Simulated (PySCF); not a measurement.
# CH₅FGe: electronic excitations and core binding energies

What electronic excitations and core binding energies should CH₅FGe (`F[CH2][GeH3]`) show?

Programs: PySCF 2.14.0, with density-fitted response routines of our own. Each step states its level of theory. These are calculated values for one molecule in the gas phase, unless marked as measured. Atoms are numbered from 0 throughout.

## (1) The molecule as given

8 atoms, charge 0, multiplicity 1; geometry from: GFN2-xTB.

Bonds of the start (Å): F0–C1 1.38, C1–Ge2 1.98, C1–H3 1.09, C1–H4 1.09, Ge2–H5 1.49, Ge2–H6 1.49, Ge2–H7 1.49.

## (2) Ultraviolet spectrum: CAM-B3LYP/def2-SVPD

What the job is given:

```
{"job": {"kind": "uv", "xc": "CAM-B3LYP", "basis": "def2-SVPD", "nstates": 8, "ntriplets": 3}, "charge": 0, "multiplicity": 1}
F     -1.496700     0.906991     0.800131
C     -1.014748    -0.061371    -0.054961
Ge     0.964847    -0.005063    -0.011776
H     -1.419651    -1.016951     0.288979
H     -1.423990     0.158180    -1.044683
H      1.513026    -1.046609    -0.930442
H      1.440644     1.338818    -0.446206
H      1.445630    -0.264583     1.374391
```

Method: TDDFT CAM-B3LYP/def2-SVPD, vertical, gas phase, core orbitals frozen in the response.

The run is started by

```sh
$ OMP_NUM_THREADS=1 python probes_run.py task.json out
```

This one command runs all jobs of the session in turn.

The program printed:

```text
coarse grid: 30256 points
cycle   1  E = -2217.6013194496  dE = -5.340e-01  |g| = 5.506e-01  |ddm| = 2.984e+00
cycle   2  E = -2217.5870325276  dE =  1.429e-02  |g| = 6.573e-01  |ddm| = 7.798e-01
cycle   3  E = -2217.6449958533  dE = -5.796e-02  |g| = 5.838e-02  |ddm| = 4.440e-01
cycle   4  E = -2217.6454195213  dE = -4.237e-04  |g| = 2.453e-02  |ddm| = 6.931e-02
cycle   5  E = -2217.6454934300  dE = -7.391e-05  |g| = 2.758e-03  |ddm| = 1.832e-02
cycle   6  E = -2217.6454949821  dE = -1.552e-06  |g| = 5.267e-04  |ddm| = 6.674e-03
final grid: 62712 points
cycle   7  E = -2217.6454496394  dE = -3.507e-08  |g| = 4.505e-04  |ddm| = 1.536e-03
cycle   8  E = -2217.6454496463  dE = -6.947e-09  |g| = 4.302e-04  |ddm| = 9.280e-04
cycle   9  E = -2217.6454496893  dE = -4.298e-08  |g| = 1.922e-05  |ddm| = 4.282e-04
cycle  10  E = -2217.6454496894  dE = -5.639e-11  |g| = 8.853e-06  |ddm| = 2.733e-05
converged SCF energy = -2217.6454496894

Static polarisability (au): isotropic 45.286, principal 42.047 43.309 50.502

Singlet excitations
state   eV       nm        f      main configurations
  1   7.8352    158.2   0.04381   H->L 0.52, H->L+1 0.35, H->L+2 0.09
  2   8.1660    151.8   0.00609   H->L+2 0.59, H->L 0.30
  3   8.6950    142.6   0.28618   H->L+1 0.54, H->L+2 0.20, H->L 0.16
  4   8.7701    141.4   0.00220   H-1->L+1 0.43, H-1->L 0.33, H->L+3 0.14
  5   8.9236    138.9   0.00049   H->L+3 0.78, H-1->L 0.09
  6   9.0501    137.0   0.13311   H-1->L 0.51, H-1->L+1 0.38
  7   9.1172    136.0   0.07377   H-2->L 0.65, H-2->L+1 0.18
  8   9.2297    134.3   0.00168   H->L+4 0.91

Triplet excitations (Tamm-Dancoff, eV): 7.3322 7.6841 7.9680
```

Wall time 10 s (1 thread of AMD EPYC 7R43, shared host); peak memory 0.52 GiB.

The orbitals next to the gap, with their largest atomic shares:

```csv
orbital,eV,atoms
HOMO−3,-11.72,"F0 43 %, C1 16 %, Ge2 13 %"
HOMO−2,-11.27,"Ge2 43 %, H5 30 %, H7 11 %"
HOMO−1,-10.97,"Ge2 31 %, H6 18 %, H7 18 %"
HOMO,-9.99,"C1 31 %, F0 28 %, Ge2 22 %"
LUMO,0.98,"Ge2 58 %, C1 10 %, H5 8 %"
LUMO+1,1.28,"Ge2 29 %, C1 23 %, H6 11 %"
LUMO+2,1.98,"Ge2 40 %, F0 18 %, H5 10 %"
```

With each of the 8 states as a Gaussian band of 0.4 eV half-width at 1/e, the curve within the window shown has maxima at 140 nm (ε 16,000) L/(mol cm). Beyond the last state computed it falls off for lack of states. The curve at chosen wavelengths:

(nm, ε (L/mol/cm)): (130, 2503), (132, 5235), (133, 6953), (135, 10619), (137, 13838), (138, 15031), (140, 16230), (141, 16152), (143, 14650), (145, 11789), (146, 10124), (148, 6940), (150, 4516), (151, 3678), (153, 2670), (155, 2265), (156, 2172), (158, 2025), (160, 1806), (161, 1656), (163, 1302), (164, 1114), (166, 763), (168, 479), (169, 367), (171, 204)

Further results of this job:

| property | computed |
| --- | --- |
| dipole moment (D) | 1.68 |
| polarisability (Å³) | 6.71 |
| HOMO–LUMO gap (eV) | 10.97 |
| −ε(HOMO) (eV) | 9.99 |

## (3) X-ray photoelectron lines: SCAN, X2C

Settings changed since step 2:

```diff
@@ -1,2 +1,2 @@
-{"job": {"kind": "uv", "xc": "CAM-B3LYP", "basis": "def2-SVPD", "nstates": 8, "ntriplets": 3}, "charge": 0, "multiplicity": 1}
+{"job": {"kind": "xps"}, "charge": 0, "multiplicity": 1}
 F     -1.496700     0.906991     0.800131
```

Level: delta-SCF UKS SCAN, pcX-2 on the ionised atom, pcseg-1 elsewhere, spin-free X2C.

The program printed:

```text
ground state, core basis on atom 0 (F), 111 functions
  cycle   1  E = -2234.93790166  |g| = 5.28e-01
  cycle   2  E = -2234.85148533  |g| = 9.47e-01
  cycle   3  E = -2234.97851145  |g| = 6.53e-02
  cycle   4  E = -2234.97911154  |g| = 3.03e-02
  cycle   5  E = -2234.97934467  |g| = 8.15e-03
  cycle   6  E = -2234.97935721  |g| = 1.47e-03
  cycle   7  E = -2234.97936216  |g| = 5.24e-04
  cycle   8  E = -2234.97936171  |g| = 3.08e-05
  E(ground) = -2235.10998904 Eh
hole in F 1s of atom 0
  cycle   1  E = -2208.64078141  |g| = 2.58e+00
  cycle   2  E = -2208.32019926  |g| = 2.24e+00
  cycle   3  E = -2209.42929413  |g| = 4.46e-01
  cycle   4  E = -2209.48929077  |g| = 2.65e-01
  cycle   5  E = -2209.52806062  |g| = 4.88e-02
  cycle   6  E = -2209.52907532  |g| = 1.13e-02
  cycle   7  E = -2209.52915680  |g| = 2.00e-03
  cycle   8  E = -2209.52915635  |g| = 4.92e-04
  E(ion) = -2209.66540896 Eh   <S^2> = 0.7570   hole on atom = 1.000   binding energy = 692.382 eV
ground state, core basis on atom 1 (C), 111 functions
  cycle   1  E = -2234.93770487  |g| = 7.90e-02
  cycle   2  E = -2234.93672199  |g| = 9.66e-02
  cycle   3  E = -2234.93809963  |g| = 2.30e-02
  cycle   4  E = -2234.93818028  |g| = 5.14e-03
  cycle   5  E = -2234.93818941  |g| = 7.17e-04
  cycle   6  E = -2234.93819003  |g| = 7.17e-05
  E(ground) = -2235.06616764 Eh
hole in C 1s of atom 1
  cycle   1  E = -2223.61837850  |g| = 1.50e+00
  cycle   2  E = -2221.67535085  |g| = 2.34e+00
  cycle   3  E = -2224.04805060  |g| = 5.24e-01
  cycle   4  E = -2224.13122035  |g| = 3.88e-01
  cycle   5  E = -2224.17675994  |g| = 1.15e-01
  cycle   6  E = -2224.18136679  |g| = 1.21e-02
  cycle   7  E = -2224.18145027  |g| = 5.28e-03
  cycle   8  E = -2224.18147086  |g| = 2.21e-03
  cycle   9  E = -2224.18147476  |g| = 1.02e-03
  cycle  10  E = -2224.18147810  |g| = 3.25e-04
  E(ion) = -2224.30998256 Eh   <S^2> = 0.7728   hole on atom = 1.000   binding energy = 292.691 eV
```

It took 10 s on 1 thread of AMD EPYC 7R43, shared host; peak memory 0.44 GiB.

Binding energies by hole, beside the orbital energy of the ground state; the difference holds orbital relaxation and, for a density functional, its self-interaction error:

```
     hole  stands for                 environment  ΔSCF (eV)  −ε (eV)   ⟨S²⟩
F1s on F0          F0   fluorine on an sp3 carbon     692.38    666.3  0.757
C1s on C1          C1  sp3 CH2 bonded to F and Ge     292.69    275.7  0.773
```

## (4) What came out

| quantity | value |
| --- | --- |
| lowest singlet (CAM-B3LYP/def2-SVPD) | 7.84 eV (158 nm), f = 0.044 |
| brightest single state of those computed | state 3, 8.70 eV, f = 0.286 |
| lowest triplet | 7.33 eV |
| F1s binding energies, SCAN/pcX-2 | F0 692.38 eV |
| C1s binding energies, SCAN/pcX-2 | C1 292.69 eV |

The first singlet state (HOMO→LUMO 0.52, HOMO→LUMO+1 0.35) lies at 7.84 eV and is weak; of the 8 states computed, the strongest absorption comes from state 3 at 8.70 eV. The lowest triplet lies 0.50 eV below the lowest singlet (triplets in Tamm-Dancoff, singlets in full TDDFT).
